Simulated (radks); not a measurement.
# La²⁺ inside a hard spherical wall

An exercise on one series of results from a longer session: the logs are not shown, and one member is left open.

Method: scalar-relativistic Kohn-Sham, PBEsol, spin-polarised, spherical densities, point nucleus; open shells are filled with parallel spins first. Code: radks (a radial shooting solver on a logarithmic mesh, Libxc functionals) version 1.

## Starting point

* element: lanthanum (Z = 57)
* charge: +2
* electrons: 55
* configuration: [Xe] 5d1

Outer shells as boxes (Hund's rule):

La²⁺
```
[Xe] core
5d [↑ ][  ][  ][  ][  ]
```

Set-up of the first run:

Settings of this run:

```text
Z 57
configuration [Xe] 5d1 6s0 4f0 6p0
relativity scalar-relativistic
functional pbe_sol,pbe_sol
spin polarised
nucleus point
c 137.035999084
```

Among the steps run: The free atom; Wall at 20 bohr; Wall at 8 bohr; Wall at 7 bohr; Wall at 6 bohr; Wall at 5 bohr; Wall at 3.5 bohr; Wall at 3 bohr; Wall at 1.5 bohr.

One table of the session follows, with a row left open; its other results are not shown here.

| R (bohr) | E − E(free) (eV) | ε(4f, empty) (eV) | ε(5d) (eV) | ε(6s, empty) (eV) | ε(6p, empty) (eV) |
| --- | --- | --- | --- | --- | --- |
| free | 0.000 | -17.088 | -14.991 | -13.651 | -9.987 |
| 20 | 0.000 | -17.088 | -14.991 | -13.651 | -9.987 |
| 8 | 0.007 | -17.071 | -14.973 | -13.567 | -9.665 |
| 7 | 0.033 | -17.027 | -14.918 | -13.334 | -9.084 |
| 6 | ? | ? | ? | ? | ? |
| 5 | 0.769 | -16.408 | -13.959 | -10.011 | -3.439 |
| 3.5 | 12.489 | -11.868 | -6.869 | 10.048 | 22.779 |
| 3 | 36.372 | -6.167 | 2.198 | 33.383 | 50.217 |
| 1.5 | 1506.3 | 103.58 | 242.58 | 553.42 | 596.83 |

**Question.** Estimate the row for R (bohr) = 6.

Worked estimate for «E − E(free) (eV)». A straight line through the neighbours (7, 0.033) and (5, 0.769) gives 0.033 + (0.769 − 0.033) × (6 − 7) / (5 − 7) = 0.401; a parabola fitted to 4 rows on both sides gives -1.172.

**Answer.** E − E(free) (eV): 0.157; ε(4f, empty) (eV): -16.881; ε(5d) (eV): -14.711; ε(6s, empty) (eV): -12.554; ε(6p, empty) (eV): -7.554. In «E − E(free) (eV)» the line misses by +0.244 and the parabola by -1.329. Between these rows the values bend or scatter more than so simple an estimate can follow.

In words: Eigenvalues are for spin up. From R = 3 bohr inwards the highest occupied level lies above zero, pushed up by confinement. Shells are not refilled when levels cross, and a hard wall is a model, not a crystal.
